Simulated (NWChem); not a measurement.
# the pair InPH6···BClF2, step by step

We compute a single-point energy (singlet InBPH6ClF2, SVWN5/3-21G), then the energy (singlet InPH6, SVWN5/3-21G), then a single-point energy (singlet BClF2, SVWN5/3-21G), then a single-point energy (singlet InPH6, SVWN5/3-21G), then a single-point energy (singlet BClF2, SVWN5/3-21G) of BClF2H6InP and its partners. 

The calculation is run with NWChem 7.3.0.

### 1 The system as given

InBPH6ClF2 has 12 atoms, charge 0, and is taken as a singlet. The two molecules were placed rigidly side by side, at 0.8 times their contact distance; the pair isn't optimised.

Bond lengths: P1–In2 2.782 Å, F9–B10 1.310 Å, B10–F11 1.310 Å, B10–Cl12 1.740 Å, P1–H3 1.411 Å, P1–H4 1.411 Å, P1–H5 1.411 Å, In2–H6 1.731 Å, In2–H7 1.731 Å, In2–H8 1.731 Å. Some angles: F9–B10–F11 119.0°, F9–B10–Cl12 120.5°, F11–B10–Cl12 120.5°, P1–In2–H6 95.3°, P1–In2–H7 95.1°, P1–In2–H8 95.2°, In2–P1–H3 119.8°, In2–P1–H4 119.6°, In2–P1–H5 119.7°, H6–In2–H7 119.2°.

### 2 The energy at SVWN5/3-21G (run 1)

nw.nw reads:

```
start nw
title "BClF2H6InP"
memory total 2200 mb
charge 0

geometry noautosym nocenter noautoz
  P    -0.604840    0.069730   -1.019610
  In    0.810460   -0.092770    1.369790
  H    -2.009040   -0.070070   -1.014810
  H    -0.330440   -0.848580   -2.055110
  H    -0.538340    1.247620   -1.793810
  H     0.011760    1.247920    2.118890
  H     2.364560    0.147830    0.645890
  H     0.295860   -1.701680    1.748790
  F    -1.755510   -2.885400    4.510380
  B    -1.561470   -2.404690    3.306830
  F    -1.402330   -1.112800    3.156790
  Cl   -1.516050   -3.465870    1.929020
end

basis spherical bse
  P library 3-21G
  In library 3-21G
  H library 3-21G
  F library 3-21G
  B library 3-21G
  Cl library 3-21G
end

dft
  xc slater vwn_5
  grid fine
  convergence energy 1e-08
  maxiter 100
  mulliken
  noprint "final vectors analysis"
end

task dft energy
```

Started as:

```
$ nwchem nw.nw > nw.out
```

Output (excerpt; [...] marks lines left out):

```text
[...]
          Wavefunction type:  closed shell.
          No. of atoms     :    12
          No. of electrons :   110
[...]
          Charge           :     0
          Spin multiplicity:     1
[...]
          AO basis - number of functions:    96
[...]
              XC Information
              --------------
                        Slater Exchange Functional  1.000 local
                      VWN V Correlation Functional  1.000 local
[...]
 d= 0,ls=0.0,diis     1  -6731.9660644629 -7.46D+03  2.11D-02  1.92D+00     1.4
[...]
 d= 0,ls=0.0,diis    11  -6732.1523074054 -4.80D-09  3.15D-07  1.24D-09     9.0
         Total DFT energy =    -6732.152307405398
      One electron energy =   -10773.203591308858
           Coulomb energy =     3534.316298681379
    Exchange-Corr. energy =     -225.010951728889
 Nuclear repulsion energy =      731.745936950970
[...]
      Total Density - Mulliken Population Analysis
     ---------------------------------------------
    Atom       Charge   Shell Charges
 -----------   ------   -------------------------------------------------------
    1 P   15    15.20   2.00  1.96  5.85  0.86  2.05  0.97  1.50
    2 In  49    48.80   2.00  2.00  6.00  2.00  5.99  2.00  5.94  0.88  1.20  0.35  0.50 10.00  9.95
    3 H    1     0.90   0.42  0.48
    4 H    1     0.90   0.42  0.48
    5 H    1     0.90   0.42  0.48
    6 H    1     1.09   0.37  0.72
    7 H    1     1.10   0.37  0.73
    8 H    1     1.14   0.37  0.77
    9 F    9     9.16   1.98  0.45  2.50  1.51  2.72
   10 B    5     4.53   1.98  0.43  1.33  0.21  0.58
[...]
```

Run time: 9.9 s. Hardware: 1 thread of Intel Xeon 6975P-C (Granite Rapids), shared host; peak memory 0.12 GiB.

### 3 InPH6: the energy at SVWN5/3-21G (run 2)

h6inp.nw reads:

```
start h6inp
title "H6InP"
memory total 2200 mb
geometry units atomic noautosym nocenter noautoz
  P  -1.14298195  0.13177060 -1.92678365
  In  1.53154743 -0.17530989  2.58852795
  H  -3.79653537 -0.13241311 -1.91771297
  H  -0.62444110 -1.60358379 -3.88359506
  H  -1.01731516  2.35766011 -3.38980962
  H   0.02222318  2.35822703  4.00412179
  H   4.46837081  0.27935821  1.22055521
  H   0.55909437 -3.21570915  3.30473415
end
basis spherical bse
  P library 3-21G
  In library 3-21G
  H library 3-21G
end
dft
  xc slater vwn_5
  grid fine
  convergence energy 1e-08
  iterations 100
  mulliken
  print low
end
task dft
```

Started as:

```
$ nwchem h6inp.nw > h6inp.out
```

Output (excerpt; [...] marks lines left out):

```text
[...]
 d= 0,ls=0.0,diis     1  -6053.6551046639 -6.29D+03  1.65D-02  4.03D-01     0.6
[...]
 d= 0,ls=0.0,diis     8  -6053.6938883025 -7.99D-10  1.77D-06  2.51D-09     2.6
         Total DFT energy =    -6053.693888302502
      One electron energy =    -8832.653131340770
           Coulomb energy =     2721.706917540192
    Exchange-Corr. energy =     -174.861542519987
 Nuclear repulsion energy =      232.113868018063
[...]
      Total Density - Mulliken Population Analysis
     ---------------------------------------------
    Atom       Charge   Shell Charges
 -----------   ------   -------------------------------------------------------
    1 P   15    15.20   2.00  1.96  5.85  0.86  2.05  0.97  1.50
    2 In  49    48.82   2.00  2.00  6.00  2.00  5.99  2.00  5.94  0.87  1.21  0.36  0.51 10.00  9.95
    3 H    1     0.90   0.42  0.48
    4 H    1     0.90   0.42  0.48
    5 H    1     0.90   0.42  0.48
    6 H    1     1.09   0.37  0.72
    7 H    1     1.09   0.37  0.72
    8 H    1     1.09   0.37  0.72
[...]
```

It took 3.3 s on 1 thread of Intel Xeon 6975P-C (Granite Rapids), shared host; peak memory 0.12 GiB.

### 4 BClF2: the energy at SVWN5/3-21G (run 3)

bclf2.nw reads:

```
start bclf2
title "BClF2 energy"
memory stack 880 mb heap 220 mb global 1100 mb
charge 0

geometry noautosym nocenter noautoz
  F    -1.755510   -2.885400    4.510380
  B    -1.561470   -2.404690    3.306830
  F    -1.402330   -1.112800    3.156790
  Cl   -1.516050   -3.465870    1.929020
end

basis spherical bse
  * library 3-21G
end

dft
  xc slater vwn_5
  grid fine
  convergence energy 1e-08
  iterations 100
  mulliken
  noprint "final vectors analysis"
end

task dft
```

Started as:

```
$ nwchem bclf2.nw > bclf2.out
```

Output (excerpt; [...] marks lines left out):

```text
[...]
          Wavefunction type:  closed shell.
          No. of atoms     :     4
          No. of electrons :    40
[...]
          Charge           :     0
          Spin multiplicity:     1
[...]
          AO basis - number of functions:    40
[...]
              XC Information
              --------------
                        Slater Exchange Functional  1.000 local
                      VWN V Correlation Functional  1.000 local
[...]
 d= 0,ls=0.0,diis     1   -678.3046035029 -8.20D+02  4.44D-02  1.53D+00     0.1
[...]
 d= 0,ls=0.0,diis    10   -678.4546567211 -5.12D-10  6.52D-07  2.50D-09     0.7
         Total DFT energy =     -678.454656721099
      One electron energy =    -1225.133085854163
           Coulomb energy =      454.670542237503
    Exchange-Corr. energy =      -50.128302932063
 Nuclear repulsion energy =      142.136189827624
[...]
      Total Density - Mulliken Population Analysis
     ---------------------------------------------
    Atom       Charge   Shell Charges
 -----------   ------   -------------------------------------------------------
    1 F    9     9.16   1.98  0.45  2.50  1.51  2.72
    2 B    5     4.54   1.98  0.44  1.33  0.19  0.60
    3 F    9     9.16   1.98  0.45  2.50  1.51  2.72
    4 Cl  17    17.14   2.00  1.95  5.89  1.19  3.12  0.83  2.17
[...]
```

Run time: 1.3 s. Hardware: 1 thread of Intel Xeon 6975P-C (Granite Rapids), shared host; peak memory 0.11 GiB.

### 5 InPH6 among ghost functions: a single-point energy at SVWN5/3-21G (with ghost functions) (run 4)

run.nw reads:

```
start run
memory total 2200 mb

geometry units angstroms noautosym nocenter noautoz
 P       -0.604840       0.069730      -1.019610
 In       0.810460      -0.092770       1.369790
 H       -2.009040      -0.070070      -1.014810
 H       -0.330440      -0.848580      -2.055110
 H       -0.538340       1.247620      -1.793810
 H        0.011760       1.247920       2.118890
 H        2.364560       0.147830       0.645890
 H        0.295860      -1.701680       1.748790
 bqF     -1.755510    -2.885400     4.510380
 bqB     -1.561470    -2.404690     3.306830
 bqF     -1.402330    -1.112800     3.156790
 bqCl    -1.516050    -3.465870     1.929020
end

basis spherical bse
 P library 3-21G
 In library 3-21G
 H library 3-21G
 bqF library F 3-21G
 bqB library B 3-21G
 bqCl library Cl 3-21G
end

dft
 xc slater vwn_5
 grid fine
 convergence energy 1e-08
 maxiter 100
 mulliken
 noprint "final vectors analysis"
end

task dft energy
```

Started as:

```
$ nwchem run.nw > run.out
```

Output (excerpt; [...] marks lines left out):

```text
[...]
          Wavefunction type:  closed shell.
          No. of atoms     :    12
          No. of electrons :    70
[...]
          Charge           :     0
          Spin multiplicity:     1
[...]
          AO basis - number of functions:    96
[...]
              XC Information
              --------------
                        Slater Exchange Functional  1.000 local
                      VWN V Correlation Functional  1.000 local
[...]
 d= 0,ls=0.0,diis     1  -6053.6566968528 -6.29D+03  9.64D-03  4.07D-01     1.3
[...]
 d= 0,ls=0.0,diis     8  -6053.6955210311 -8.60D-10  1.06D-06  2.63D-09     6.4
         Total DFT energy =    -6053.695521031120
      One electron energy =    -8832.589111701654
           Coulomb energy =     2721.638448615408
    Exchange-Corr. energy =     -174.858742590229
 Nuclear repulsion energy =      232.113884645357
[...]
      Total Density - Mulliken Population Analysis
     ---------------------------------------------
    Atom       Charge   Shell Charges
 -----------   ------   -------------------------------------------------------
    1 P   15    15.20   2.00  1.96  5.85  0.86  2.05  0.97  1.50
    2 In  49    48.81   2.00  2.00  6.00  2.00  5.99  2.00  5.94  0.88  1.22  0.35  0.49 10.00  9.95
    3 H    1     0.90   0.42  0.48
    4 H    1     0.90   0.42  0.48
    5 H    1     0.90   0.42  0.48
    6 H    1     1.09   0.37  0.72
    7 H    1     1.09   0.37  0.72
    8 H    1     1.09   0.37  0.72
    9 X    0    -0.00   0.00  0.00  0.00 -0.00 -0.00
   10 X    0     0.00  -0.00 -0.00  0.00  0.00  0.00
[...]
```

It took 7.2 s on 1 thread of Intel Xeon 6975P-C (Granite Rapids), shared host; peak memory 0.12 GiB.

### 6 BClF2 among ghost functions: a single-point energy at SVWN5/3-21G (with ghost functions) (run 5)

mymol.nw reads:

```
start mymol
memory stack 880 mb heap 220 mb global 1100 mb

geometry units angstroms noautosym nocenter noautoz
 F    -1.755510   -2.885400    4.510380
 B    -1.561470   -2.404690    3.306830
 F    -1.402330   -1.112800    3.156790
 Cl   -1.516050   -3.465870    1.929020
 bqP     -0.604840     0.069730    -1.019610
 bqIn     0.810460    -0.092770     1.369790
 bqH     -2.009040    -0.070070    -1.014810
 bqH     -0.330440    -0.848580    -2.055110
 bqH     -0.538340     1.247620    -1.793810
 bqH      0.011760     1.247920     2.118890
 bqH      2.364560     0.147830     0.645890
 bqH      0.295860    -1.701680     1.748790
end

basis spherical bse
 F library 3-21G
 B library 3-21G
 Cl library 3-21G
 bqP library P 3-21G
 bqIn library In 3-21G
 bqH library H 3-21G
end

dft
 xc slater vwn_5
 grid fine
 convergence energy 1e-08
 maxiter 100
 mulliken
 print low
end

task dft energy
```

Started as:

```
$ nwchem mymol.nw > mymol.out
```

Output (excerpt; [...] marks lines left out):

```text
[...]
 d= 0,ls=0.0,diis     1   -678.3134463499 -8.20D+02  1.86D-02  1.52D+00     1.0
[...]
 d= 0,ls=0.0,diis    10   -678.4636906455 -4.16D-09  2.83D-07  2.26D-09     7.1
         Total DFT energy =     -678.463690645522
      One electron energy =    -1224.976776309069
           Coulomb energy =      454.489774169979
    Exchange-Corr. energy =      -50.112878334057
 Nuclear repulsion energy =      142.136189827624
[...]
      Total Density - Mulliken Population Analysis
     ---------------------------------------------
    Atom       Charge   Shell Charges
 -----------   ------   -------------------------------------------------------
    1 F    9     9.15   1.98  0.45  2.50  1.51  2.72
    2 B    5     4.53   1.98  0.43  1.33  0.20  0.58
    3 F    9     9.14   1.98  0.45  2.50  1.52  2.70
    4 Cl  17    17.13   2.00  1.95  5.89  1.19  3.12  0.83  2.15
    5 X    0    -0.00   0.00  0.00 -0.00 -0.00 -0.00 -0.00 -0.00
    6 X    0     0.05  -0.00 -0.00 -0.00 -0.00  0.00 -0.00 -0.00 -0.00  0.00  0.02  0.03 -0.00 -0.00
    7 X    0     0.00  -0.00  0.00
    8 X    0    -0.00  -0.00 -0.00
    9 X    0    -0.00  -0.00 -0.00
   10 X    0    -0.00   0.00 -0.00
[...]
```

Wall time 7.8 s (1 thread of Intel Xeon 6975P-C (Granite Rapids), shared host); peak memory 0.12 GiB.

### 7 Results

```
                                                                                                                  quantity           value
                                                                                          run 1, SVWN5/3-21G: total energy  -6732.15231 Eh
                                                                                         run 1, SVWN5/3-21G: dipole moment          4.28 D
                                                                                                       InPH6: total energy  -6053.69389 Eh
                                                                                                       BClF2: total energy   -678.45466 Eh
                                                                                                      BClF2: dipole moment          0.51 D
                                                                                 InPH6 among ghost functions: total energy  -6053.69552 Eh
                                                                                InPH6 among ghost functions: dipole moment          4.60 D
                                                                                 BClF2 among ghost functions: total energy   -678.46369 Eh
              interaction energy of the rigid parts InPH6 and BClF2 (parts in their own basis; closest atoms 2.28 Å apart)       -0.102 eV
interaction energy of the rigid parts InPH6 and BClF2 (parts in the whole basis, counterpoise; closest atoms 2.28 Å apart)        0.188 eV
```

In words: The interaction energy of the rigid parts InPH6 and BClF2 (parts in their own basis; closest atoms 2.28 Å apart) is −0.10 eV (−2.4 kcal/mol). Without counterpoise this holds the superposition error of the basis. The interaction energy of the rigid parts InPH6 and BClF2 (parts in the whole basis, counterpoise; closest atoms 2.28 Å apart) is 0.19 eV (18.1 kJ/mol): the parts repel at this shape. The basis-set superposition error is 28.0 kJ/mol. It is larger than the uncorrected attraction, which is thus an artefact of the basis. Mulliken charges (run 1, SVWN5/3-21G) run from -0.20 on P1 to +0.47 on B10. Relativity is left out (run 1, SVWN5/3-21G) although the molecule holds a heavy atom. Relativity is left out (InPH6) although the molecule holds a heavy atom.
